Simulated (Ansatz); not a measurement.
# SrMg₂, space group Fd-3m: a single point

Computed with the Python package of Ansatz (0.2.0).

Script `srmg2.py`:
```python
"""Single point of SrMg2."""

import warnings

import ansatz as az
from ase.data import atomic_numbers
import numpy as np
import spglib

FUNCTIONAL = "r2scan"
DISPERSION = "d3bj"
CUTOFF = 500
FILLING = "methfessel_paxton"
WIDTH_EV = 0.02
EXTRA_BANDS = 4


def main() -> None:
    warnings.simplefilter("ignore", az.DeckWarning)

    crystal = (
        az.Lattice.of((0.0, 4.54475721, 4.54475721), (4.54475721, 0.0, 4.54475721), (4.54475721, 4.54475721, 0.0))
        .atom("Sr", (0.5, 0.5, 0.5))
        .atom("Sr", (0.75, 0.75, 0.75))
        .atom("Mg", (0.125, 0.125, 0.625))
        .atom("Mg", (0.125, 0.625, 0.125))
        .atom("Mg", (0.625, 0.125, 0.125))
        .atom("Mg", (0.125, 0.125, 0.125))
    )

    # settings of the run
    base = (
        crystal.calculation()
        .functional(FUNCTIONAL, dispersion=DISPERSION)
        .pseudopotentials("paw")
        .basis(CUTOFF)
        .kpoints(6, center="monkhorst-pack")
        .occupations(FILLING, width=WIDTH_EV)  # fractional filling near the Fermi level
        .scf(extra_bands=EXTRA_BANDS)
        .band_table()  # levels at the mesh points
        .density_of_states(energy_step=0.05, method="smearing", broadening_width=0.2)  # states per eV and cell
    )
    with warnings.catch_warnings(record=True) as caught:
        warnings.simplefilter("always")
        result = base.run()
    print("warnings raised:", sorted(w.category.__name__ for w in caught) or "none")
    rep = result.report

    n_atoms = len(rep["lattice"]["sites"])
    print("F =", round(rep["free_energy_ev"], 4), "eV for", n_atoms, "atoms")
    print("E(sigma -> 0) =", round(rep["energy_sigma0_ev"], 4), "eV, TS =", round(rep["entropy_ts_ev"], 5), "eV")
    print("closed by", rep["closed_by"], "after", rep["n_iterations"], "iterations")

    edges = rep.get("band_edges_ev")
    if edges:
        print(f"band edges on the mesh: {edges[0]:.3f} and {edges[1]:.3f} eV, gap {edges[1] - edges[0]:.3f} eV")
    else:
        print("no band edges reported (a metal, or a gap too narrow for this smearing); Fermi level", round(rep["fermi_energy_ev"], 3), "eV")

    fermi = rep["fermi_energy_ev"]
    print("levels less the Fermi level (eV) at the first k-points")
    for k, levels in list(zip(rep["kpoints_frac"], rep["eigenvalues_ev"]))[:6]:
        print("k = ({:.3f}, {:.3f}, {:.3f})".format(*k))
        print("   ", " ".join(f"{e - fermi:.3f}" for e in levels))

    dos = result.density_of_states()
    energy = np.asarray(dos.energies_ev) - dos.fermi_ev
    states, count = np.asarray(dos.spin_summed_g_bin_mean_per_ev), np.asarray(dos.spin_summed_integrated)
    g_fermi = float(np.interp(0.0, energy, states))
    print(f"g(E_F) = {g_fermi:.3f} states/eV per cell")
    # Sommerfeld coefficient of bare band electrons: pi^2 k_B^2 g / 3
    gamma = np.pi ** 2 / 3 * 8.617333e-5 ** 2 * g_fermi * 96485.33e3 / len(result.lattice.sites)
    print(f"bare Sommerfeld coefficient {gamma:.2f} mJ/(mol of atoms K^2)")
    for low, high in ((-10, -6), (-6, -3), (-3, 0), (0, 3)):
        print(f"states between {low} and {high} eV: {np.interp(high, energy, count) - np.interp(low, energy, count):.3f}")

    spg_cell = (result.lattice.cell_ang, [s.position_frac for s in result.lattice.sites], [atomic_numbers[s.symbol] for s in result.lattice.sites])
    # the group found depends on the tolerance
    found = spglib.get_symmetry_dataset(spg_cell, symprec=1e-3)
    print(found.international, found.number, "point group", found.pointgroup)
    for site, letter, group in zip(result.lattice.sites, found.wyckoffs, found.site_symmetry_symbols):
        print(f"  {site.symbol:2s} Wyckoff {letter}  site symmetry {group}")


if __name__ == "__main__":
    main()
```

Output of `python srmg2.py`:
```text
warnings raised: ['DeckWarning', 'DeckWarning', 'PlacementWarning']
F = -14817.2187 eV for 6 atoms
E(sigma -> 0) = -14817.2186 eV, TS = 0.0004 eV
closed by deck_thresholds after 7 iterations
no band edges reported (a metal, or a gap too narrow for this smearing); Fermi level 5.633 eV
levels less the Fermi level (eV) at the first k-points
k = (0.083, 0.083, 0.083)
    -78.791 -78.770 -78.769 -78.769 -43.895 -43.888 -43.888 -43.876 -43.870 -43.870 -43.866 -43.866 -43.866 -43.860 -43.855 -43.855 -37.276 -37.248 -18.727 -18.724 -18.724 -18.610 -18.604 -18.604 -5.787 -1.366 -0.775 -0.712 -0.712 -0.356 -0.356 0.066 0.066 0.074
k = (0.083, 0.083, 0.250)
    -78.791 -78.770 -78.769 -78.769 -43.894 -43.888 -43.888 -43.875 -43.870 -43.870 -43.867 -43.866 -43.866 -43.861 -43.857 -43.856 -37.274 -37.250 -18.735 -18.728 -18.723 -18.611 -18.601 -18.598 -5.560 -2.203 -1.498 -0.966 -0.620 -0.380 -0.120 0.377 0.484 0.983
k = (0.083, 0.083, 0.417)
    -78.791 -78.770 -78.769 -78.769 -43.893 -43.888 -43.887 -43.873 -43.869 -43.868 -43.868 -43.866 -43.866 -43.862 -43.860 -43.856 -37.270 -37.253 -18.744 -18.735 -18.722 -18.613 -18.593 -18.591 -5.033 -3.325 -1.763 -1.301 -0.722 -0.151 -0.138 0.978 1.055 1.218
k = (0.083, 0.083, -0.417)
    -78.791 -78.770 -78.769 -78.769 -43.893 -43.888 -43.887 -43.872 -43.868 -43.867 -43.867 -43.865 -43.865 -43.864 -43.864 -43.856 -37.269 -37.255 -18.746 -18.739 -18.721 -18.614 -18.590 -18.590 -4.652 -3.864 -1.786 -1.411 -0.765 -0.200 -0.002 0.962 1.275 1.314
k = (0.083, 0.083, -0.250)
    -78.791 -78.770 -78.769 -78.769 -43.894 -43.888 -43.888 -43.873 -43.869 -43.868 -43.867 -43.866 -43.865 -43.862 -43.860 -43.856 -37.272 -37.252 -18.740 -18.736 -18.720 -18.613 -18.596 -18.593 -5.235 -2.970 -1.613 -1.303 -0.731 -0.286 -0.027 0.681 1.018 1.245
k = (0.083, 0.083, -0.083)
    -78.791 -78.770 -78.769 -78.769 -43.895 -43.888 -43.888 -43.875 -43.870 -43.870 -43.867 -43.866 -43.865 -43.861 -43.857 -43.856 -37.275 -37.249 -18.732 -18.729 -18.720 -18.611 -18.603 -18.600 -5.672 -1.834 -1.176 -1.024 -0.620 -0.474 -0.082 0.235 0.334 0.623
g(E_F) = 4.504 states/eV per cell
bare Sommerfeld coefficient 1.77 mJ/(mol of atoms K^2)
states between -10 and -6 eV: 0.002
states between -6 and -3 eV: 3.526
states between -3 and 0 eV: 8.413
states between 0 and 3 eV: 8.058
Fd-3m 227 point group m-3m
  Sr Wyckoff a  site symmetry -43m
  Sr Wyckoff a  site symmetry -43m
  Mg Wyckoff d  site symmetry .-3m
  Mg Wyckoff d  site symmetry .-3m
  Mg Wyckoff d  site symmetry .-3m
  Mg Wyckoff d  site symmetry .-3m
```

Reading the output:
- The settings weren't tested for convergence.
- The dispersion term runs with damping parameters of another functional.
- Dispersion corrections can be off by several per cent in the lattices of metals, and by several GPa in the pressure at a fixed cell.
- An absolute Fermi energy rests on an arbitrary zero of the periodic potential and has no direct meaning.
- The mesh has less symmetry than the crystal, which the program warned of.
- This cell is a computed structure, which may not be the phase found in nature.
- Levels are Kohn-Sham eigenvalues on this mesh, without spin-orbit coupling.
- The computed bands are complete only to about 0.1 eV above the Fermi level; beyond that the density of states is undercounted.
- The script silences the warnings on its input, which a real study should read.
- Timing: 17 s on 1 thread of Arm Neoverse V2, on a shared host, peak memory 0.88 GiB.
